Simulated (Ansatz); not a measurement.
# CdPt: how the settings move a single-point run

How sensitive is a single-point run of CdPt to its settings? A reference run comes first, then one run with altered input.

Program: Ansatz 0.2.0. Level of theory: reference: DFT, r2SCAN, PAW with Ansatz's default frozen-core files, scalar-relativistic. These are calculated values, not measurements.

### 1 Starting point

It takes space group P4/mmm (No. 123, tetragonal). The conventional cell has a = 2.575 Å, b = 2.575 Å, c = 3.361 Å, α = 90.00°, β = 90.00°, γ = 90.00°. Cd (site symmetry 4/mmm) has 8 Pt at 2.48 Å and 4 Cd at 2.57 Å as nearest neighbours. Pt (site symmetry 4/mmm) has 8 Cd at 2.48 Å and 4 Pt at 2.57 Å as nearest neighbours.

Coordinates:

```
CELL_PARAMETERS angstrom
2.57491 0.00000 0.00000
0.00000 2.57491 0.00000
0.00000 0.00000 3.36067
ATOMIC_POSITIONS crystal
Cd 0.00000 0.00000 0.00000
Pt 0.50000 0.50000 0.50000
```

### 2 Reference

The input, input.yaml:

```yaml
crystal:
  lattice:
    - [2.5749103065, 0.0, 0.0]
    - [0.0, 2.5749103065, 0.0]
    - [0.0, 0.0, 3.3606685796]
  atoms:
    - { symbol: Cd, position: [0.0, 0.0, 0.0] }
    - { symbol: Pt, position: [0.5, 0.5, 0.5] }
kpoints:
  mp_grid: { grid: [12, 12, 9] }
  band_path:
    path:
      - [0.0, 0.0, 0.0]
      - [0.0, 0.5, 0.0]
      - [0.5, 0.5, 0.0]
      - [0.0, 0.0, 0.0]
      - [0.0, 0.0, 0.5]
      - [0.0, 0.5, 0.5]
      - [0.5, 0.5, 0.5]
      - [0.0, 0.0, 0.5]
      - [0.0, 0.5, 0.0]
    npoints: 6
scf:
  occupations: { method: fermi_dirac, width: 0.05 }
hamiltonian:
  xc: r2scan
  pseudopotentials: { kind: paw }
output:
  forces: true
  stress: true
  eigenvalues: true
  efg: { contact_densities: true }
  populations: true
```

Command:

```sh
> ansatz run input.yaml --threads 1 --pin off --max-ram 2048MiB --backend cpu --events-out ev --progress --plain --runs-dir out
```

### 3 Changed: n_extra_bands 16, accuracy medium

Edit input.yaml of step 2 so:

```diff
@@ -24,2 +24,3 @@
   occupations: { method: fermi_dirac, width: 0.05 }
+  n_extra_bands: 16
 hamiltonian:
@@ -33 +34,2 @@
   populations: true
+accuracy: medium
```

**Question.** What will these runs give? Wanted: for each run, ending; energy change; pressure; gap; force.

As calculated:

| run | ending | energy change | pressure (GPa) | gap (eV) | force (eV/Å) | cycles | time |
| --- | --- | --- | --- | --- | --- | --- | --- |
| reference | converged | 0 | 205.3 | 0.00 | 0.00 | 7 | 14 s |
| 1: n_extra_bands 16, accuracy medium | converged | 0.0 meV/atom | 205.3 | 0.00 | 0.00 | 7 | 18 s |

Residual by cycle in the longest SCF loop of each run; runs are numbered as in the table. The quantity is the density residual dr2, in eV.

```csv
cycle,reference,run 1
1,0.0494,0.0499
2,0.00708,0.00735
3,0.00178,0.00181
4,1.3e-4,1.6e-4
5,3.3e-6,4.3e-6
6,2.5e-7,2.7e-7
7,3.7e-9,7.7e-9
```

**Reading.** The changed input (band count and accuracy level) leaves the energy the same to the digits printed. The structure is not at rest: the sound run finds 205 GPa, so these are no properties of the relaxed crystal. 
